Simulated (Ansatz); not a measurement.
# MoS2F2: how energies converge with the basis set

An exercise on one series of results from a longer session: the logs are not shown, and one member is left open.

Computed with Ansatz 0.2.0, Gaussian basis. Level: one geometry, several basis sets.

Plan: PBE0-D4/def2-SVP; ωB97M-V/def2-SVP; PBE0-D4/def2-QZVPP; ωB97M-V/def2-QZVPP; the functionals' def2-TZVPP values are taken from earlier runs.

## Structure used throughout

The geometry comes from an earlier relaxation with PBE0-D4 in a triple-zeta def2 set; it is a stationary point. Mo takes the def2 core potential; no spin-orbit term is included.

SMILES `[F][Mo]([F])(=[S])=[S]`, 5 atoms, charge 0, spin multiplicity 1.

Atoms are counted from 1 here; the program's logs count them from 0.

Bond lengths: F1–Mo2 1.830 Å, Mo2–F3 1.830 Å, Mo2–S4 2.086 Å, Mo2–S5 2.086 Å. Angles: F1–Mo2–F3 113.3°, F1–Mo2–S4 109.0°, F1–Mo2–S5 109.0°, F3–Mo2–S4 109.0°, F3–Mo2–S5 109.0°, S4–Mo2–S5 107.5°.

The first run:

in.yaml

```yaml
crystal:
  periodic: [false, false, false]
  atoms:
    - {symbol: F, position_ang: [-0.848917, -0.082193, 1.663993]}
    - {symbol: Mo, position_ang: [0.040030, -0.059422, 0.064946]}
    - {symbol: F, position_ang: [1.593475, -1.025876, 0.086587]}
    - {symbol: S, position_ang: [-1.212945, -0.823386, -1.418063]}
    - {symbol: S, position_ang: [0.478358, 1.917177, -0.438863]}
basis:
  gaussian: {orbitals: def2-SVP}
hamiltonian: {xc: pbe0, dispersion: d4}
output: {orbitals: {seedname: orbitals}}
```

Launch:

```
> ansatz run in.yaml --threads 4 --pin off --events-out ev --progress --plain --max-ram 10444MiB
```

Among the steps run: PBE0-D4 in def2-SVP; ωB97M-V in def2-SVP; PBE0-D4 in def2-QZVPP; ωB97M-V in def2-QZVPP.

One table of the session follows, with a row left open; its other results are not shown here.

It belongs to the step «Functionals by basis». 

```
functional       basis  HOMO (eV)  LUMO (eV)
   PBE0-D4    def2-SVP      -7.93      -3.76
   PBE0-D4  def2-TZVPP      -7.88      -3.73
   PBE0-D4  def2-QZVPP          ?          ?
   ωB97M-V    def2-SVP      -9.83      -1.64
   ωB97M-V  def2-TZVPP      -9.82      -1.67
   ωB97M-V  def2-QZVPP      -9.82      -1.68
```

**Question.** Estimate the row for PBE0-D4, def2-QZVPP.

**Answer.** HOMO (eV): -7.88; LUMO (eV): -3.72.
